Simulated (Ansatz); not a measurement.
# Li2W: the cost of one run

Computed with Ansatz 0.2.0 (DFT PBE, scalar-relativistic, plane waves, PAW, unless a step's input says otherwise).

## 1. The system as given

Symmetry: P-6m2, No. 187, hexagonal system. Conventional cell: a = 2.991 Å, b = 2.991 Å, c = 6.222 Å, α = 90.00°, β = 90.00°, γ = 120.00°. Around Li (site symmetry 3m) lie 1 Li at 2.38 Å and 3 W at 2.58 Å. W (site symmetry -6m2) is surrounded by 6 Li at 2.58 Å.

As a file:

```
Li W
1.0
     2.99081    0.00000    0.00000
    -1.49540    2.59011    0.00000
     0.00000    0.00000    6.22236
Li W
2 1
Cartesian
  1.4954 0.8634 5.0336
  1.4954 0.8634 1.1887
  0.0000 1.7267 3.1112
```

Recipe of the guess: random cell by space group and Wyckoff sites (P-6m2, No. 187). The dimensions are guesses.

## 2. Probe: one point on a coarse mesh

Input file input.yaml:

```yaml
crystal:
  lattice:
    - [2.99080699, 0.0, 0.0]
    - [-1.4954035, 2.59011483, 0.0]
    - [0.0, 0.0, 6.2223591]
  atoms:
    - { symbol: Li, position: [0.66666667, 0.33333333, 0.80895951] }
    - { symbol: Li, position: [0.66666667, 0.33333333, 0.19104049] }
    - { symbol: W, position: [0.33333333, 0.66666667, 0.5] }
basis:
  ecutwfc: 420
kpoints:
  mp_grid: { grid: [6, 6, 4] }
hamiltonian:
  xc: pbe
scf:
  occupations: { method: gaussian, width: 0.1 }
  lower_state_search: "off"
output:
  forces: true
  stress: true
  eigenvalues: true
```

Command:

```
$ ansatz run input.yaml --threads 1 --pin off --max-ram 2048MiB --backend cpu --events-out ev --progress --plain --runs-dir out
```

What time and memory should one allow on 1 thread of Intel Xeon Platinum 8488C (Sapphire Rapids), shared host?

About 1 s, with a peak of 0.34 GiB.
